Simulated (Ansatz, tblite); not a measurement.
# 2x2x4 CaO rock-salt block (Ca₈O₈): rung by rung

One table from this session's results is given with a row withheld; the runs are named, their logs left out.

Computed with Ansatz 0.2.0, Gaussian basis. Level: as each input shows.

Levels to be run: GFN1-xTB, GFN2-xTB, PBE-D4/def2-SVP, r2SCAN-D4/def2-SVP, HF/STO-3G, HF/6-31G, B3LYP-D4/6-31G, MP2/def2-SVP, RPA/def2-SVP.

12 further runs of the same task are left out: 11 that didn't finish, 1 set aside as unsound or not needed. Runs told in other sessions of the task aren't counted.

### The structure

The singlet was relaxed beforehand with PBE-D4/def2-SVP.

16 atoms, charge 0, spin multiplicity 1.

Bond lengths: Ca1–O2 2.211 Å, Ca1–O5 2.152 Å, Ca1–O9 2.152 Å, O2–Ca3 2.270 Å, O2–Ca6 2.304 Å, O2–Ca10 2.305 Å, Ca3–O4 2.226 Å, Ca3–O7 2.304 Å, Ca3–O11 2.304 Å, O4–Ca8 2.152 Å, O4–Ca12 2.152 Å, O5–Ca6 2.226 Å, O5–Ca13 2.152 Å, Ca6–O7 2.270 Å, Ca6–O14 2.304 Å, O7–Ca8 2.210 Å, O7–Ca15 2.305 Å, Ca8–O16 2.152 Å and more. Angles: O2–Ca1–O5 90.2°, O2–Ca1–O9 90.2°, O5–Ca1–O9 87.3°, Ca1–O2–Ca3 178.9°, Ca1–O2–Ca6 90.0°, Ca1–O2–Ca10 90.0°, Ca3–O2–Ca6 90.7°, Ca3–O2–Ca10 90.7°, Ca6–O2–Ca10 92.7°, O2–Ca3–O4 173.4°, O2–Ca3–O7 89.2°, O2–Ca3–O11 89.2°, O4–Ca3–O7 86.0°, O4–Ca3–O11 86.0°, O7–Ca3–O11 87.3°, Ca3–O4–Ca8 93.7°, Ca3–O4–Ca12 93.7°, Ca8–O4–Ca12 92.7° and more.

PBE0-D4/def2-SVP was run before; its log isn't repeated, and its numbers join the tables.

The first run:

Tight binding, by tblite at 300 K electronic temperature and without a spin-polarisation term:

```python
tblite.interface.Calculator('GFN1-xTB', numbers, positions, charge=0, uhf=0).singlepoint()
```

Tight binding, by tblite at 300 K electronic temperature and without a spin-polarisation term:

```python
tblite.interface.Calculator('GFN2-xTB', numbers, positions, charge=0, uhf=0).singlepoint()
```

start.molden holds the orbitals of an earlier run on this state, given as this run's starting guess.

in.yaml reads:

```yaml
crystal:
  periodic: [false, false, false]
  atoms:
    - {symbol: Ca, position_ang: [-1.106330, -1.099011, -3.355806]}
    - {symbol: O, position_ang: [-1.127853, -1.122440, -1.145495]}
    - {symbol: Ca, position_ang: [-1.180338, -1.176908, 1.123197]}
    - {symbol: O, position_ang: [-1.048944, -1.048150, 3.341830]}
    - {symbol: O, position_ang: [-1.051820, 1.052186, -3.339668]}
    - {symbol: Ca, position_ang: [-1.178177, 1.181331, -1.120788]}
    - {symbol: O, position_ang: [-1.121214, 1.126702, 1.147782]}
    - {symbol: Ca, position_ang: [-1.095295, 1.103200, 3.358004]}
    - {symbol: O, position_ang: [1.045075, -1.052650, -3.341666]}
    - {symbol: Ca, position_ang: [1.175796, -1.181592, -1.122985]}
    - {symbol: O, position_ang: [1.123477, -1.126550, 1.145652]}
    - {symbol: Ca, position_ang: [1.102253, -1.102680, 3.355877]}
    - {symbol: Ca, position_ang: [1.099547, 1.098549, -3.358095]}
    - {symbol: O, position_ang: [1.125387, 1.122241, -1.147923]}
    - {symbol: Ca, position_ang: [1.182603, 1.177095, 1.120570]}
    - {symbol: O, position_ang: [1.055843, 1.048675, 3.339525]}
basis:
  gaussian: {orbitals: def2-SVP, initial_orbitals: start.molden}
hamiltonian: {xc: pbe, dispersion: d4}
scf: {omitted_lower_state_checks: [starts]}
output: {orbitals: {seedname: orbitals}}
```

Run with:

```sh
$ ansatz run in.yaml --threads 4 --pin off --events-out ev --progress --plain --max-ram 6963MiB
```

Among the steps run: PBE-D4/def2-SVP; r2SCAN-D4/def2-SVP; HF/STO-3G; HF/6-31G; B3LYP-D4/6-31G; MP2/def2-SVP; RPA/def2-SVP.

One table of the session follows, with a row left open; its other results are not shown here.

It belongs to the step «Binding energy». 

```
             level  binding an atom (eV)
         HF/STO-3G                 0.560
          HF/6-31G                 2.784
       HF/def2-SVP                 2.919
   PBE-D4/def2-SVP                 4.911
r2SCAN-D4/def2-SVP                 4.896
    B3LYP-D4/6-31G                 4.517
  PBE0-D4/def2-SVP                     ?
      RPA/def2-SVP                 3.798
      MP2/def2-SVP                 4.411
```

**Question.** Estimate the row for PBE0-D4/def2-SVP.

**Answer.** binding an atom (eV): 4.613. In the column «binding an atom (eV)» it lies between B3LYP-D4/6-31G (4.517) and r2SCAN-D4/def2-SVP (4.896).

To keep in mind: Free atoms were run apart at each level; binding is atoms less cluster, divided by the number of atoms, without zero-point or spin-orbit terms.
